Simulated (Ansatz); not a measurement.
# C9H19NOSiZr: basis-set convergence

An exercise on one series of results from a longer session: the logs are not shown, and one member is left open.

Computed with Ansatz 0.2.0, Gaussian basis. Level: one geometry, several basis sets.

Levels to be run: PBE0-D4/def2-SVP; ωB97M-V/def2-SVP; PBE0-D4/def2-QZVPP; ωB97M-V/def2-QZVPP; the functionals' def2-TZVPP values are taken from earlier runs.

### The geometry

All runs share one geometry, relaxed beforehand with PBE0-D4 in a triple-zeta def2 set. Zr takes the def2 core potential; no spin-orbit term is included.

32 atoms, charge 0, spin multiplicity 1.

Atoms are counted from 1 here; the program's logs count them from 0.

Bond lengths: C1–O2 1.387 Å, C1–H14 1.095 Å, C1–H15 1.096 Å, C1–H16 1.097 Å, O2–Zr3 1.921 Å, Zr3–C4 2.257 Å, Zr3–N5 2.044 Å, Zr3–C8 2.599 Å, Zr3–C9 2.583 Å, Zr3–C10 2.530 Å, Zr3–C11 2.503 Å, Zr3–C13 2.539 Å, C4–H17 1.095 Å, C4–H18 1.098 Å, C4–H19 1.096 Å, N5–C6 1.441 Å, N5–C7 1.441 Å, C6–H20 1.100 Å and more. Angles: O2–C1–H14 110.5°, O2–C1–H15 110.6°, O2–C1–H16 111.3°, H14–C1–H15 108.1°, H14–C1–H16 108.2°, H15–C1–H16 108.1°, C1–O2–Zr3 158.8°, O2–Zr3–C4 105.3°, O2–Zr3–N5 105.5°, O2–Zr3–C8 95.2°, O2–Zr3–C9 125.6°, O2–Zr3–C10 141.7°, O2–Zr3–C11 113.8°, O2–Zr3–C13 88.4°, C4–Zr3–N5 102.5°, C4–Zr3–C8 95.9°, C4–Zr3–C9 79.9°, C4–Zr3–C10 99.0° and more.

Set-up of the first run:

File in.yaml:

```yaml
crystal:
  periodic: [false, false, false]
  atoms:
    - {symbol: C, position_ang: [-1.439637, -0.973626, 3.055850]}
    - {symbol: O, position_ang: [-1.303273, -0.532208, 1.747940]}
    - {symbol: Zr, position_ang: [-0.588915, -0.394388, -0.030456]}
    - {symbol: C, position_ang: [-2.218813, -1.165509, -1.387442]}
    - {symbol: N, position_ang: [-0.565547, 1.604998, -0.456712]}
    - {symbol: C, position_ang: [-0.705101, 2.682632, 0.489787]}
    - {symbol: C, position_ang: [-0.333346, 2.084384, -1.795832]}
    - {symbol: C, position_ang: [0.745121, -2.622046, 0.080492]}
    - {symbol: C, position_ang: [0.703579, -2.249353, -1.279616]}
    - {symbol: C, position_ang: [1.422228, -1.047341, -1.419412]}
    - {symbol: C, position_ang: [1.899441, -0.643508, -0.143275]}
    - {symbol: Si, position_ang: [2.867760, 0.890229, 0.239102]}
    - {symbol: C, position_ang: [1.470227, -1.640994, 0.776712]}
    - {symbol: H, position_ang: [-2.422078, -1.434552, 3.204641]}
    - {symbol: H, position_ang: [-1.346180, -0.136000, 3.756402]}
    - {symbol: H, position_ang: [-0.672053, -1.716217, 3.307346]}
    - {symbol: H, position_ang: [-2.445935, -2.228588, -1.255297]}
    - {symbol: H, position_ang: [-3.130136, -0.599694, -1.155119]}
    - {symbol: H, position_ang: [-2.000667, -1.008579, -2.450387]}
    - {symbol: H, position_ang: [-1.543827, 3.342532, 0.223496]}
    - {symbol: H, position_ang: [0.199779, 3.307866, 0.534289]}
    - {symbol: H, position_ang: [-0.893326, 2.293558, 1.492990]}
    - {symbol: H, position_ang: [-0.234839, 1.253151, -2.501412]}
    - {symbol: H, position_ang: [0.580686, 2.693171, -1.866719]}
    - {symbol: H, position_ang: [-1.171353, 2.702973, -2.148487]}
    - {symbol: H, position_ang: [0.268732, -3.489485, 0.515428]}
    - {symbol: H, position_ang: [0.208669, -2.790613, -2.071665]}
    - {symbol: H, position_ang: [1.570417, -0.503838, -2.342685]}
    - {symbol: H, position_ang: [4.309543, 0.579076, 0.441949]}
    - {symbol: H, position_ang: [2.363686, 1.525807, 1.486193]}
    - {symbol: H, position_ang: [2.750125, 1.847338, -0.890441]}
    - {symbol: H, position_ang: [1.655051, -1.631177, 1.842348]}
basis:
  gaussian: {orbitals: def2-SVP}
hamiltonian: {xc: pbe0, dispersion: d4}
output: {orbitals: {seedname: orbitals}}
```

Command:

```console
$ ansatz run in.yaml --threads 10 --pin off --events-out ev --progress --plain --max-ram 110592MiB --backend cuda --devices 0, --max-vram 75GiB
```

Steps of the session up to this table: PBE0-D4 in def2-SVP; ωB97M-V in def2-SVP; PBE0-D4 in def2-QZVPP; ωB97M-V in def2-QZVPP.

One table of the session follows, with a row left open; its other results are not shown here.

It belongs to the step «Density functionals: the series». 

| functional | basis | HOMO (eV) |
| --- | --- | --- |
| PBE0-D4 | def2-SVP | -6.05 |
| PBE0-D4 | def2-TZVPP | -6.10 |
| PBE0-D4 | def2-QZVPP | -6.12 |
| ωB97M-V | def2-SVP | -8.26 |
| ωB97M-V | def2-TZVPP | -8.31 |
| ωB97M-V | def2-QZVPP | ? |

Estimate the missing values for ωB97M-V, def2-QZVPP.

**Answer.** HOMO (eV): -8.32. In the column «HOMO (eV)» it is the lowest.
